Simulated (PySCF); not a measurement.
**PdC: bond curves at several levels of theory**

One table from this session's results is given with a row withheld; the runs are named, their logs left out.

Method: Pd def2-TZVPP with ECP28, C def2-TZVPP, scalar-relativistic core potentials; program: PySCF 2.14.0.

1 further run of the same task is left out (it didn't finish).

The first run:

Settings of the job:

```
atoms                         : Pd, C
charge                        : 0
basis                         : Pd def2-TZVPP with ECP28, C def2-TZVPP
Hamiltonian                   : scalar-relativistic core potentials
basis functions               : 87
electrons treated             : 24
masses in u                   : 105.9035, 12.0000
levels                        : PBE0, PBE, r²SCAN, B3LYP, MN15, BHandHLYP, M06-2X, ωB97M-V, HF, MP2, SCS-MP2
grid                          : 80 radial by 434 angular points
occupations                   : held fixed by the projection of orbital angular momentum
dissociation limit            : Pd + C, each in its ground configuration
starting distance in angstrom : 1.895
values of 2S to try           : 0, 2, 4
```

The run is started by

```
$ OMP_NUM_THREADS=1 python dia.py task.json out
```

Steps of the session up to this table: Set-up; First curve: PBE0; Other states along the same grid; PBE (GGA); r²SCAN; B3LYP; MN15; BHandHLYP; M06-2X; ωB97M-V; ROHF.

One table of the session follows, with a row left open; its other results are not shown here.

Energy (eV) from each level's lowest point:

| R (Å) | ROHF | ROHF-MP2 | ROHF-SCS-MP2 | PBE | r²SCAN |
| --- | --- | --- | --- | --- | --- |
| 1.502 | 1.529 | 0.671 | 0.732 | 1.154 | 1.053 |
| 1.571 | 0.928 | 0.148 | 0.186 | 0.504 | 0.440 |
| 1.641 | 0.526 | 0.000 | 0.000 | 0.152 | 0.118 |
| 1.694 | 0.314 | 0.061 | 0.030 | 0.031 | 0.015 |
| 1.746 | 0.163 | 0.188 | 0.125 | 0.000 | 0.000 |
| 1.798 | 0.065 | 0.345 | 0.250 | 0.038 | 0.051 |
| 1.868 | 0.002 | 0.593 | 0.458 | 0.165 | 0.192 |
| 1.956 | ? | ? | ? | ? | ? |
| 2.060 | 0.062 | 1.399 | 1.161 | 0.756 | 0.801 |
| 2.200 | 0.183 | 1.970 | 1.667 | 1.253 | 1.298 |

**Question.** Estimate the row for R (Å) = 1.956.

Worked estimate for «ROHF». A straight line through the neighbours (1.868, 0.002) and (2.060, 0.062) gives 0.002 + (0.062 − 0.002) × (1.956 − 1.868) / (2.060 − 1.868) = 0.029; a parabola fitted to 4 rows on both sides gives 0.011.

The run gave: ROHF: 0.000; ROHF-MP2: 0.948; ROHF-SCS-MP2: 0.764; PBE: 0.405; r²SCAN: 0.443. In «ROHF» the line misses by +0.029 and the parabola by +0.011.
